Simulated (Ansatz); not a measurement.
# FH4NbO4: basis-set convergence

Aim: see how fast density functionals converge with the basis set for FH4NbO4.

Program: Ansatz 0.2.0, Gaussian basis. Level of theory: one geometry, several basis sets. These are calculated values, not measurements.

The runs, in order: PBE0-D4/def2-SVP; ωB97M-V/def2-SVP; PBE0-D4/def2-QZVPP; ωB97M-V/def2-QZVPP; the functionals' def2-TZVPP values are taken from earlier runs.

## (1) Structure used throughout

All runs share one geometry, relaxed beforehand with PBE0-D4 in a triple-zeta def2 set. Nb takes the def2 core potential; no spin-orbit term is included.

SMILES `[OH][Nb]([OH])([OH])([OH])[F]`, 10 atoms, charge 0, spin multiplicity 1.

Atoms are counted from 1 here; the program's logs count them from 0.

Bond lengths: O1–Nb2 1.887 Å, O1–H7 0.959 Å, Nb2–O3 1.899 Å, Nb2–O4 1.887 Å, Nb2–O5 1.929 Å, Nb2–F6 1.890 Å, O3–H8 0.958 Å, O4–H9 0.959 Å, O5–H10 0.962 Å. Angles: Nb2–O1–H7 126.9°, O1–Nb2–O3 94.7°, O1–Nb2–O4 114.9°, O1–Nb2–O5 122.5°, O1–Nb2–F6 93.2°, O3–Nb2–O4 94.7°, O3–Nb2–O5 82.0°, O3–Nb2–F6 165.3°, O4–Nb2–O5 122.5°, O4–Nb2–F6 93.2°, O5–Nb2–F6 83.3°, Nb2–O3–H8 130.9°, Nb2–O4–H9 126.8°, Nb2–O5–H10 114.3°.

Geometry (Å):

```xyz
10
FH4NbO4
O    -1.3059   -0.5768   -1.3804
Nb   -0.2329    0.2122   -0.0435
O     0.7250   -1.3804    0.3481
O    -1.0408    0.3292    1.6580
O     1.5441    0.8744   -0.3957
F    -0.7433    1.9677   -0.5219
H    -1.2307   -1.4677   -1.7267
H     1.6638   -1.5692    0.3237
H    -0.8714   -0.2360    2.4137
H     1.5751    1.7953   -0.6726
```

## (2) PBE0-D4 in def2-SVP

The input, in.yaml:

```yaml
crystal:
  periodic: [false, false, false]
  atoms:
    - {symbol: O, position_ang: [-1.305855, -0.576848, -1.380422]}
    - {symbol: Nb, position_ang: [-0.232948, 0.212243, -0.043516]}
    - {symbol: O, position_ang: [0.725020, -1.380409, 0.348119]}
    - {symbol: O, position_ang: [-1.040840, 0.329201, 1.658006]}
    - {symbol: O, position_ang: [1.544085, 0.874430, -0.395678]}
    - {symbol: F, position_ang: [-0.743288, 1.967653, -0.521898]}
    - {symbol: H, position_ang: [-1.230678, -1.467711, -1.726686]}
    - {symbol: H, position_ang: [1.663839, -1.569171, 0.323745]}
    - {symbol: H, position_ang: [-0.871378, -0.235966, 2.413698]}
    - {symbol: H, position_ang: [1.575142, 1.795275, -0.672568]}
basis:
  gaussian: {orbitals: def2-SVP}
hamiltonian: {xc: pbe0, dispersion: d4}
output: {orbitals: {seedname: orbitals}}
```

Started as:

```console
ansatz run in.yaml --threads 4 --pin off --events-out ev --progress --plain --max-ram 11315MiB
```

After this run come: ωB97M-V in def2-SVP; PBE0-D4 in def2-QZVPP; ωB97M-V in def2-QZVPP.

Q: Predict the results of all the runs planned. Wanted: PBE0-D4: double and triple zeta above quadruple; ωB97M-V: double and triple zeta above quadruple.

**Answer**, as computed:

| quantity | value |
| --- | --- |
| PBE0-D4: double and triple zeta above quadruple | 14.77, 0.71 eV |
| ωB97M-V: double and triple zeta above quadruple | 15.05, 0.69 eV |

In words: PBE0-D4 gains 14.06 eV from double to triple zeta, then 0.71 eV more. These are total energies; as a rule much of such shifts cancels in differences, which this series doesn't test.
